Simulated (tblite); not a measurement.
# C4H11BrSi2: the cost of one run

The runs use tblite 0.8.0 and PySCF 2.14.0, with density-fitted response routines of our own; the level of theory stands in each step. All values are computed, except where a source is named. Atoms are numbered from 0 throughout.

## (1) The molecule as given

18 atoms, charge 0, multiplicity 1; geometry from: force field or distance geometry start.

Bonds of the start (Å): C0–C1 1.34, C1–C2 1.46, C2–Si3 1.85, Si3–C4 1.87, Si3–Si5 2.23, Si5–Br6 2.27, C0–H7 1.09, C0–H8 1.10, C1–H9 1.10, C2–H10 1.10, C2–H11 1.13, Si3–H12 1.47, C4–H13 1.13, C4–H14 1.09, C4–H15 1.11, Si5–H16 1.47, Si5–H17 1.48.

## (2) Relaxing the molecule with GFN2-xTB

What the job is given:

```
{"job": {"kind": "relax", "xc": "GFN2-xTB", "basis": "xTB"}, "charge": 0, "multiplicity": 1}
C      2.706800     0.747100     0.100200
C      1.768900    -0.207200     0.091000
C      0.832200    -0.321900    -1.027300
Si    -0.954600    -0.142000    -0.564600
C     -1.736600    -1.761100    -0.034800
Si    -1.211500     1.290000     1.127200
Br    -1.362100     3.349500     0.188700
H      2.790100     1.474100    -0.702700
H      3.423700     0.857500     0.921100
H      1.752300    -0.893300     0.954200
H      1.045600    -1.196500    -1.664200
H      1.035600     0.574100    -1.681400
H     -1.713300     0.325900    -1.736900
H     -1.535200    -2.578500    -0.787700
H     -1.450400    -2.069900     0.975000
H     -2.837900    -1.595300    -0.024700
H     -2.480100     0.951100     1.781200
H     -0.082400     1.202800     2.074200
```

Started as:

```
$ OMP_NUM_THREADS=1 python probes_run.py task.json out
```

The driver reads the jobs from task.json and runs them one after another.

Q: Estimate the wall time and peak memory of this first job on 1 thread of Arm Neoverse N1, shared host.

About 2.4 s, with a peak of 0.18 GiB.
